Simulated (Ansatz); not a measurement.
# Cd2Cl2O: the cost of one run

Computed with Ansatz 0.2.0 (DFT PBE, scalar-relativistic, plane waves, PAW, unless a step's input says otherwise).

1 further run of the same task is left out (it didn't finish).

**1. The system as given**

The structure is hexagonal, space group P-6m2 (No. 187). The conventional cell has a = 4.276 Å, b = 4.276 Å, c = 8.361 Å, α = 90.00°, β = 90.00°, γ = 120.00°. Cd (site symmetry 3m) is surrounded by 6 Cl at 3.01 to 3.49 Å and 1 Cd at 3.44 Å and 3 O at 3.49 Å. Cl (site symmetry -6m2) has 6 Cd at 3.01 Å in its first shell of neighbours. Cl (site symmetry -6m2) has 3 O at 2.47 Å in its first shell of neighbours. O (site symmetry -6m2) has 3 Cl at 2.47 Å in its first shell of neighbours.

Coordinates:

```
CELL_PARAMETERS angstrom
4.27557 0.00000 0.00000
-2.13779 3.70275 0.00000
0.00000 0.00000 8.36077
ATOMIC_POSITIONS crystal
Cd 0.00000 0.00000 0.70553
Cd 0.00000 0.00000 0.29447
Cl 0.66667 0.33333 0.50000
Cl 0.33333 0.66667 0.00000
O 0.66667 0.33333 0.00000
```

A structure generator made this guess: species swapped into a database cell of Sr2ZnAs2 (P-6m2, No. 187), with Cd on the Sr sites, O on the Zn sites and Cl on the As sites. Lengths come from tabulated atomic sizes and are only a guess.

**2. Probe: one point on a coarse mesh**

input.yaml reads:

```yaml
crystal:
  lattice:
    - [4.27557226, 0.0, 0.0]
    - [-2.13778613, 3.7027542, 0.0]
    - [0.0, 0.0, 8.36077255]
  atoms:
    - { symbol: Cd, position: [0.0, 0.0, 0.70553398] }
    - { symbol: Cd, position: [0.0, 0.0, 0.29446602] }
    - { symbol: Cl, position: [0.66666667, 0.33333333, 0.5] }
    - { symbol: Cl, position: [0.33333333, 0.66666667, 0.0] }
    - { symbol: O, position: [0.66666667, 0.33333333, 0.0] }
basis:
  ecutwfc: 420
kpoints:
  mp_grid: { grid: [6, 6, 2] }
hamiltonian:
  xc: pbe
scf:
  occupations: { method: gaussian, width: 0.1 }
  lower_state_search: "off"
output:
  forces: true
  stress: true
  eigenvalues: true
```

The run is started by

```sh
$ ansatz run input.yaml --threads 1 --pin off --max-ram 2560MiB --backend cpu --events-out ev --progress --plain --runs-dir out
```

**Question.** How long does this run take on 1 thread of Arm Neoverse N1, shared host, and how much memory does it need?

About 11 s, with a peak of 0.34 GiB.
